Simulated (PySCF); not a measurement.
# AlNH2ClF (SMILES [NH2][Al]([F])[Cl]): M06-2X/TZP-DKH (sfX2C, density fitting with aug-cc-pvtz-jkfit)

What is the energy difference between two shapes of AlNH2ClF at M06-2X/TZP-DKH (sfX2C, density fitting with aug-cc-pvtz-jkfit)? 

The calculation is run with PySCF 2.14.0.

3 further runs of the same task are left out: 1 that didn't finish, 2 set aside as unsound or not needed.

### Step 1. Starting point

The species is AlNH2ClF (6 atoms), meant as a singlet with charge 0. As SMILES, `[NH2][Al]([F])[Cl]`. The coordinates come from a PBE0-D4/def2-TZVP relaxation.

Bond lengths: N1–Al2 1.746 Å, Al2–F3 1.641 Å, Al2–Cl4 2.079 Å, N1–H5 1.006 Å, N1–H6 1.006 Å. Angles: N1–Al2–F3 119.8°, N1–Al2–Cl4 121.2°, F3–Al2–Cl4 119.0°, Al2–N1–H5 124.6°, Al2–N1–H6 124.3°, H5–N1–H6 111.1°.

### Step 2. The energy at M06-2X/TZP-DKH (sfX2C, density fitting with aug-cc-pvtz-jkfit)

Input file calc.py:

```python
from pyscf import gto, dft

mol = gto.Mole()
mol.atom = '''
N     -0.212216     1.856845    -0.048755
Al     0.288183    -1.396697     0.174422
F      1.968717    -2.542627     2.515414
Cl    -1.211503    -3.872805    -2.482344
H      0.465440     3.139780     1.180701
H     -1.219062     2.694749    -1.426554
'''
mol.unit = 'bohr'
mol.spin = 0
mol.max_memory = 1860
mol.verbose = 4
mol.basis = 'tzp-dkh'
mol.build()

myscf = dft.RKS(mol)
myscf.xc = 'm06-2x'
myscf = myscf.x2c()
myscf = myscf.density_fit(auxbasis='aug-cc-pvtz-jkfit')
myscf.kernel()

etot = myscf.e_tot
print('E = %.10f Eh' % etot)
```

Command:

```
$ OMP_NUM_THREADS=1 python calc.py
```

What it wrote:

```text
PySCF version 2.14.0

[... 80 lines left out ...]
converged SCF energy = -860.61972158383
E = -860.6197215838 Eh
```

Wall time 21 s (1 thread of Intel Xeon Platinum 8259CL at 2.50GHz (Skylake/Cascade Lake), shared host); peak memory 0.73 GiB.

### Step 3. The distorted shape

Input file calc.py:

```python
from pyscf import gto, dft

mol = gto.M(
    atom='''
N     -0.206557     2.167637    -0.125746
Al     0.422225    -1.187973    -0.200674
F      1.790725    -2.619213     2.214906
Cl    -1.200312    -3.588962    -2.503643
H      0.201199     3.128500     1.289164
H     -1.302269     2.904343    -1.290046
''',
    verbose=4,
    basis='tzp-dkh',
    max_memory=1860,
    unit='bohr',
    charge=0,
)

myscf = dft.RKS(mol)
myscf.xc = 'm06-2x'
myscf = myscf.x2c()
myscf = myscf.density_fit(auxbasis='aug-cc-pvtz-jkfit')
myscf.kernel()

e_tot = myscf.e_tot
print('Final energy', e_tot)
```

Command:

```
$ OMP_NUM_THREADS=1 python calc.py
```

What it wrote:

```text
PySCF version 2.14.0

[... 80 lines left out ...]
converged SCF energy = -860.596871509951
Final energy -860.5968715099509
```

Run time: 21 s. Hardware: 1 thread of Intel Xeon Platinum 8259CL at 2.50GHz (Skylake/Cascade Lake), shared host; peak memory 0.73 GiB.

### Step 4. Results

Level: M06-2X/TZP-DKH (sfX2C, density fitting with aug-cc-pvtz-jkfit).

| quantity | value |
| --- | --- |
| first shape: total energy | -860.61972 Eh |
| first shape: dipole moment | 2.48 D |
| first shape: HOMO energy | -9.50 eV |
| first shape: LUMO energy | 0.10 eV |
| first shape: HOMO–LUMO gap | 9.60 eV |
| distorted shape: total energy | -860.59687 Eh |
| distorted shape: dipole moment | 2.28 D |
| distorted shape: HOMO energy | -9.37 eV |
| distorted shape: LUMO energy | -0.27 eV |
| distorted shape: HOMO–LUMO gap | 9.10 eV |
| energy change with the atoms displaced | 0.622 eV |

In words: With the atoms displaced the energy rises by 0.62 eV (60.0 kJ/mol). The first shape isn't relaxed at this level, so the change isn't measured from a minimum. Mulliken charges (first shape) run from -0.48 on N1 to +0.82 on Al2; they depend strongly on the basis.
